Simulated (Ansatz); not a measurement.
Task: a single point in a Gaussian basis of GeH₆NOSi (charge -1), SMILES [NH2][GeH-][O][SiH3], with Ansatz 0.2.0, Python API. Give the script and its output. Level of theory: PBE0, cc-pVDZ basis, multiplicity 1, D4 dispersion.

Contents of `geh6nosi.xyz`:
```text
10

N     2.38840   -0.49470   -0.51110
Ge    0.58490   -0.65440   -0.06760
O    -0.04190    0.93760    0.45860
Si   -1.75010    0.80820    0.32980
H     2.44100    0.16350   -1.32020
H     2.69450   -1.42920   -0.86280
H     0.42520   -1.68140    1.08260
H    -2.13470    0.53450   -1.06420
H    -2.36170    2.07890    0.74570
H    -2.24560   -0.26290    1.20930
```

The script, `energy_geh6nosi.py`:
```python
# -*- coding: utf-8 -*-
"""Electronic structure of the GeH6NOSi(-) molecule."""

import ansatz as az

mol = az.Crystal.molecule_from_extxyz("geh6nosi.xyz")

calc = (
    mol.calculation()
    .basis(gaussian="cc-pVDZ")
    .functional("PBE0", dispersion="d4")
    .charge(-1)
)
out = calc.run(threads=1, pin="off")
data = out.report

print(f"E = {data['free_energy_ev']:.6f} eV = {data['free_energy_ev'] / 27.211386246:.7f} Ha")
print("converged:", data["converged"], " doubts:", data["published_state_doubts"] or "none")
```

```console
$ python energy_geh6nosi.py
E = -68016.118304 eV = -2499.5462447 Ha
converged: True  doubts: none
```

Reading the output:
- Total energies depend on the basis set; only differences at equal settings carry meaning.
- The geometry is a force-field or estimated start, not a minimum of this method, and the basis set is short of its limit.
- Anions want diffuse functions, which this basis lacks.
- It ran for 5.1 s on 1 thread of Arm Neoverse V2, on a shared host, peak memory 0.28 GiB.
